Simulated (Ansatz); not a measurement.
GeH4P (charge -1), SMILES [PH2][GeH2-], the energy of protonation at one site

Computed with Ansatz 0.2.0, Python API.

Typed at the interpreter:
```pycon
>>> import ansatz as az
>>> import numpy as np
>>> BASIS = "def2-SVP"
>>> XC = "b3lyp"
>>> CHARGE = -1
>>> FMAX = 0.01
>>> mol = (
...     az.Crystal.molecule()
...     .atom("P", (-1.2046, -0.2682, 0.608))
...     .atom("Ge", (1.0387, 0.1138, 0.4013))
...     .atom("H", (-1.5605, 1.1171, 0.3535))
...     .atom("H", (-1.3588, -0.6764, -0.7776))
...     .atom("H", (1.7837, -1.2408, 0.2889))
...     .atom("H", (1.3014, 0.9545, -0.8741))
... )
>>> job = (
...     mol.calculation()
...     .basis(gaussian=BASIS)
...     .functional(XC)
...     .charge(CHARGE)
... )
>>> symbols = [site.symbol for site in mol.cartesian_sites]
>>> start = np.array([site.position_ang for site in mol.cartesian_sites], dtype=float)
>>> summary = job.relax(force_tolerance=0.01, max_steps=100).run(threads=1, backend="cpu").report

>>> end = np.array(summary["positions_ang"])
>>> away = sum((end[0] - end[j]) / np.linalg.norm(end[0] - end[j]) for j in [1, 2, 3]) + np.array([0.15, 0.1, -0.2])
>>> proton = end[0] + 1.4 * away / np.linalg.norm(away)
>>> acid = az.Crystal.molecule()
>>> for symbol, place in zip(symbols, end):
...     acid = acid.atom(symbol, place.tolist())
...
>>> acid = acid.atom("H", proton.tolist())
>>> protonated = (
...     acid.calculation()
...     .basis(gaussian=BASIS)
...     .functional(XC)
...     .relax(force_tolerance=FMAX, max_steps=80)
... )
>>> after = protonated.run(threads=1, backend="cpu").report
>>> xyz = np.array(after["positions_ang"])
>>> reach = np.linalg.norm(xyz[:-1] - xyz[-1], axis=1)
>>> print(f"base {summary['free_energy_ev']:.5f} eV, protonated {after['free_energy_ev']:.5f} eV")
base -65864.50437 eV, protonated -65879.24710 eV
>>> print(f"the proton ends {reach.min():.3f} A from {symbols[reach.argmin()]}{reach.argmin()}")
the proton ends 1.419 A from P0
>>> print(f"electronic proton affinity {23.060548 * (summary['free_energy_ev'] - after['free_energy_ev']):.1f} kcal/mol")
electronic proton affinity 340.0 kcal/mol
```

Total energies depend on the basis set; only differences at equal settings carry meaning. The proton is put on one chosen atom, which needn't be the most basic site, so the molecule's proton affinity can be higher; the ends are stationary points, not checked by frequencies, and zero-point and thermal terms count only where printed. b3lyp holds the VWN-RPA fit, as in Gaussian; the form of ORCA and Turbomole is b3lyp5. Anions want diffuse functions, which this basis lacks. Hardware and time: 25 s on 1 thread of Intel(R) Xeon(R) 6975P-C (Granite Rapids), on a shared host, peak memory 0.25 GiB.

(Lines on the test bed's own set-up are left out of the output.)
